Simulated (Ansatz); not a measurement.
**C2H5FSn: up Jacob's ladder to CCSD(T)**

An exercise on one series of results from a longer session: the logs are not shown, and one member is left open.

Program: Ansatz 0.2.0, Gaussian basis. Level of theory: functionals in def2-TZVPP, the program's frozen cores in correlated methods. These are calculated values, not measurements.

Levels to be run: PBE-D4, r2SCAN-D4, PBE0-D4, B3LYP-D4, ωB97X-V, ωB97M-V, B2PLYP; CCSD(T)/def2-TZVPP; MP2/def2-QZVPP; extrapolation to the limit.

### Structure used throughout

All runs share one geometry, relaxed beforehand with PBE0-D4 in a triple-zeta def2 set. Sn takes the def2 core potential; no spin-orbit term is included.

SMILES `C=[C](F)[SnH3]`, 9 atoms, charge 0, spin multiplicity 1.

Atoms are counted from 1 here; the program's logs count them from 0.

Bond lengths: C1–C2 1.322 Å, C1–H5 1.082 Å, C1–H6 1.085 Å, C2–F3 1.351 Å, C2–Sn4 2.149 Å, Sn4–H7 1.701 Å, Sn4–H8 1.704 Å, Sn4–H9 1.704 Å. Angles: C2–C1–H5 120.0°, C2–C1–H6 121.5°, H5–C1–H6 118.5°, C1–C2–F3 119.0°, C1–C2–Sn4 126.8°, F3–C2–Sn4 114.2°, C2–Sn4–H7 108.0°, C2–Sn4–H8 109.0°, C2–Sn4–H9 109.0°, H7–Sn4–H8 110.7°, H7–Sn4–H9 110.7°, H8–Sn4–H9 109.4°.

Coordinates:

```mol
C2H5FSn
  3D, bonds by distance, orders not assigned

  9  8  0  0  0  0  0  0  0  0999 V2000
    1.4456    0.7474   -0.5153 C   0  0
    0.1432    0.5333   -0.5830 C   0  0
   -0.5829    1.1957   -1.5106 F   0  0
   -1.0088   -0.7942    0.6529 Sn  0  0
    2.0428    0.2257    0.2210 H   0  0
    1.9415    1.4410   -1.1864 H   0  0
   -2.6333   -0.6980    0.1572 H   0  0
   -0.4140   -2.3805    0.4662 H   0  0
   -0.8455   -0.3167    2.2808 H   0  0
  1  2  8  0
  2  3  8  0
  2  4  8  0
  1  5  8  0
  1  6  8  0
  4  7  8  0
  4  8  8  0
  4  9  8  0
M  END
```

The first run:

The input, in.yaml:

```yaml
crystal:
  periodic: [false, false, false]
  atoms:
    - {symbol: C, position_ang: [1.445624, 0.747358, -0.515293]}
    - {symbol: C, position_ang: [0.143165, 0.533270, -0.582962]}
    - {symbol: F, position_ang: [-0.582889, 1.195667, -1.510562]}
    - {symbol: Sn, position_ang: [-1.008848, -0.794193, 0.652868]}
    - {symbol: H, position_ang: [2.042818, 0.225734, 0.220952]}
    - {symbol: H, position_ang: [1.941469, 1.441047, -1.186420]}
    - {symbol: H, position_ang: [-2.633306, -0.698033, 0.157171]}
    - {symbol: H, position_ang: [-0.414019, -2.380466, 0.466227]}
    - {symbol: H, position_ang: [-0.845514, -0.316683, 2.280820]}
basis:
  gaussian: {orbitals: def2-TZVPP}
hamiltonian: {xc: pbe, dispersion: d4}
output: {forces: true, orbitals: {seedname: orbitals}}
```

Launch:

```sh
ansatz run in.yaml --threads 4 --pin off --events-out ev --progress --plain --max-ram 10444MiB
```

Steps of the session up to this table: PBE-D4 (GGA); r2SCAN-D4 (meta-GGA); PBE0-D4 (hybrid); B3LYP-D4 (hybrid); ωB97X-V (range-separated); ωB97M-V (range-separated); B2PLYP (double hybrid); CCSD(T) in def2-TZVPP; MP2 in def2-QZVPP.

One table of the session follows, with a row left open; its other results are not shown here.

| method | atoms, summed (eV) | atomisation energy (kcal/mol) |
| --- | --- | --- |
| PBE-D4 | -10667.094 | 728.8 |
| r2SCAN-D4 | -10672.952 | 715.1 |
| PBE0-D4 | -10668.246 | 713.4 |
| B3LYP-D4 | -10675.771 | 712.7 |
| ωB97X-V | -10671.062 | 717.8 |
| ωB97M-V | -10669.990 | 715.1 |
| B2PLYP | ? | ? |
| HF/def2-TZVPP | -10629.740 | 507.7 |
| MP2/def2-TZVPP | -10645.920 | 702.7 |
| CCSD/def2-TZVPP | -10647.276 | 686.8 |
| CCSD(T)/def2-TZVPP | -10647.643 | 699.0 |
| MP2/CBS | -10657.615 | 719.9 |
| CCSD(T)/CBS | -10659.337 | 716.2 |

Estimate the missing values for B2PLYP.

As computed: atoms, summed (eV): -10664.448; atomisation energy (kcal/mol): 704.5. In the column «atoms, summed (eV)» it lies between PBE-D4 (-10667.094) and CCSD(T)/CBS (-10659.337).
